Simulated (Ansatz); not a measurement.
# Ge3Pd under changes of volume

One of the cells (17.766 Å³/atom); the others are scaled copies at fixed shape and fractional positions:

```
Pd Ge
1.0
     4.14202    0.00000    0.00000
     0.00000    4.14202    0.00000
     0.00000    0.00000    4.14202
Pd Ge
1 3
Direct
  0.00000 0.00000 0.00000
  0.50000 0.50000 0.00000
  0.50000 0.00000 0.50000
  0.00000 0.50000 0.50000
```

The cell comes from a database or a generator and needn't be the stable form of this composition.

| Item | Value |
| --- | --- |
| Program | Ansatz 0.2.0 |
| Functional | LDA |
| Potentials or basis | all-electron LAPW, scalar-relativistic |
| Cutoff | 199 eV (chosen from the basis error) |
| Basis error allowed | 0.002 eV/atom |
| k mesh | 7 × 7 × 7 |
| Occupations | fermi-dirac, width 0.05 eV |
| Spin | no spin polarisation |

```tsv
volume (Å³/atom)	energy over the lowest point (meV/atom)	pressure (GPa)
16.700	0.00	-1.7
17.055	6.12	-3.7
17.410	?	?
17.766	30.34	-7.0
18.121	47.51	-8.3
18.476	67.51	-9.5
18.831	89.96	-10.6
```

What does the run at 17.410 Å³/atom give?

Energy over the lowest point 16.40 meV/atom; pressure -5.4 GPa.

Worked out: A Birch-Murnaghan fit of order 3 (a polynomial in V^(-2/3)) to the other rows has its minimum at 16.43 Å³/atom, just outside them, with B0 = V·E''(V) = 109 GPa and B' = 4.9. It gives 16.38 meV/atom at 17.410 Å³/atom, against the run's 16.40, and -dE/dV = -5.5 GPa, against -5.4.

Energies are extrapolated to zero smearing.
